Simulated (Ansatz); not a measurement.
# Si3Br2: the cost of one run

Computed with Ansatz 0.2.0 (DFT PBE, scalar-relativistic, plane waves, PAW, unless a step's input says otherwise).

### 1 Starting point

The structure is orthorhombic, space group Fmm2 (No. 42). Conventional cell: a = 5.792 Å, b = 7.457 Å, c = 10.788 Å, α = 90.00°, β = 90.00°, γ = 90.00°. Si (site symmetry mm2) has 2 Si at 2.75 Å and 2 Br at 3.04 Å as nearest neighbours. Around Si (site symmetry m) lie 4 Si at 2.75 to 3.00 Å and 4 Br at 2.85 to 2.87 Å. Br (site symmetry m) is surrounded by 1 Br at 1.93 Å.

As a file:

```
Si Br
1.0
     0.00000    3.72849    5.39386
     2.89579    0.00000    5.39386
     2.89579    3.72849    0.00000
Si Br
3 2
Direct
  0.02187 0.02187 0.97813
  0.86390 0.46943 0.53057
  0.46943 0.86390 0.13610
  0.13794 0.47127 0.86206
  0.47127 0.13794 0.52873
```

This is candidate A: random cell with space group Fmm2 (No. 42).

### 2 Coarse relaxation (candidate A)

Input file input.yaml:

```yaml
crystal:
  lattice:
    - [0.0, 3.7284859528, 5.393861225]
    - [2.8957942641, 0.0, 5.393861225]
    - [2.8957942641, 3.7284859528, 0.0]
  atoms:
    - { symbol: Si, position: [0.0218701256, 0.0218701256, 0.9781298744] }
    - { symbol: Si, position: [0.8638990997, 0.4694342336, 0.5305657664] }
    - { symbol: Si, position: [0.4694342336, 0.8638990997, 0.1361009003] }
    - { symbol: Br, position: [0.1379355964, 0.4712689297, 0.8620644036] }
    - { symbol: Br, position: [0.4712689297, 0.1379355964, 0.5287310703] }
basis:
  ecutwfc: 420
kpoints:
  mp_grid: { grid: [4, 4, 4] }
hamiltonian:
  xc: pbe
scf:
  occupations: { method: gaussian, width: 0.1 }
  lower_state_search: "off"
output:
  forces: true
  stress: true
  eigenvalues: true
relax:
  adjacent_minimum: "off"
  f_tol: 0.04
  max_steps: 70
  cell: { stress_tol: 0.4 }
```

On the command line:

```console
> ansatz run input.yaml --threads 1 --pin off --max-ram 2560MiB --backend cpu --events-out ev --progress --plain --runs-dir out
```

What time and memory should one allow on 1 thread of Arm Neoverse V2, shared host?

About 41 s, with a peak of 0.33 GiB.
